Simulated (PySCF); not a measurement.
**TlI+: from the state search to spectroscopic constants**

One job finds the state of TlI+, follows it along the bond with each method and fits the curves.

Method: Tl def2-SVP with ECP60, I def2-SVP with ECP28, scalar-relativistic core potentials; program: PySCF 2.14.0.

## Step 1: Input

A driver script around PySCF takes these settings:

- atoms: Tl, I
- charge: 1
- basis: Tl def2-SVP with ECP60, I def2-SVP with ECP28
- Hamiltonian: scalar-relativistic core potentials
- basis functions: 52
- electrons treated: 45
- masses in u: 204.9744, 126.9045
- levels: PBE0, PBE, r²SCAN, r²SCANh, MN15, r²SCAN0, HF, MP2, SCS-MP2, CCSD, CCSD(T)
- grid: 80 radial by 434 angular points
- occupations: held fixed by the projection of orbital angular momentum
- dissociation limit: Tl+ + I, each in its ground configuration
- starting distance in angstrom: 2.840
- values of 2S to try: 1, 3

The run is started by

```bash
OMP_NUM_THREADS=1 python dia.py task.json out
```

The runs that follow: PBE0 along the bond; Higher solutions at PBE0; PBE (GGA); r²SCAN (meta-GGA); r²SCANh (hybrid meta-GGA); MN15; r²SCAN0; UHF; MP2 and coupled cluster.

What does the calculation give? Wanted: for each run, Re; ωe; De; μ.

As calculated:

Lowest PBE0 solution found, without spin–orbit coupling: ²Π (doublet), unpaired electrons π ↑. State 2 has its PBE0 minimum 0.36 eV higher. State 3 has its PBE0 minimum 4.97 eV higher. The other levels ran on the lowest alone.

| level | Re (Å) | ωe (cm⁻¹) | De (eV) | μ (D) |
| --- | --- | --- | --- | --- |
| UHF | 3.755 | 42.7 | 0.214 | -4.77 |
| UHF-MP2 | 3.516 | 58.4 | 0.339 | n/a |
| UHF-SCS-MP2 | 3.560 | 55.2 | 0.311 | n/a |
| UHF-CCSD | 3.547 | 56.2 | 0.321 | n/a |
| UHF-CCSD(T) | 3.522 | 58.2 | 0.339 | n/a |
| PBE | 3.395 | 70.4 | 0.50 | -2.51 |
| r²SCAN | 3.392 | 70.3 | 0.467 | -2.75 |
| r²SCANh | 3.398 | 69.3 | 0.447 | -2.86 |
| PBE0 | 3.411 | 67.6 | 0.429 | -2.92 |
| r²SCAN0 | 3.408 | 67.7 | 0.421 | -3.02 |
| MN15 | 3.392 | 70.0 | 0.50 | -2.80 |

De is counted to Tl+ + I in their ground configurations. A positive dipole points from Tl to I; in an ion it is taken about the centre of mass and does not tell which atom is negative.

**Reading.** Bond lengths run from 3.392 Å (MN15) to 3.755 Å (UHF). CCSD(T) can't serve as the judge here: for a weak bond in this basis it is far from its limit. Among the levels with a De in the table, it runs from 0.214 eV (UHF) to 0.50 eV (MN15).

Correlated steps freeze 8 core orbitals. These are scalar-relativistic numbers at best; spin–orbit coupling would shift them, the dissociation energy most. With spin–orbit coupling the term label itself may not hold.
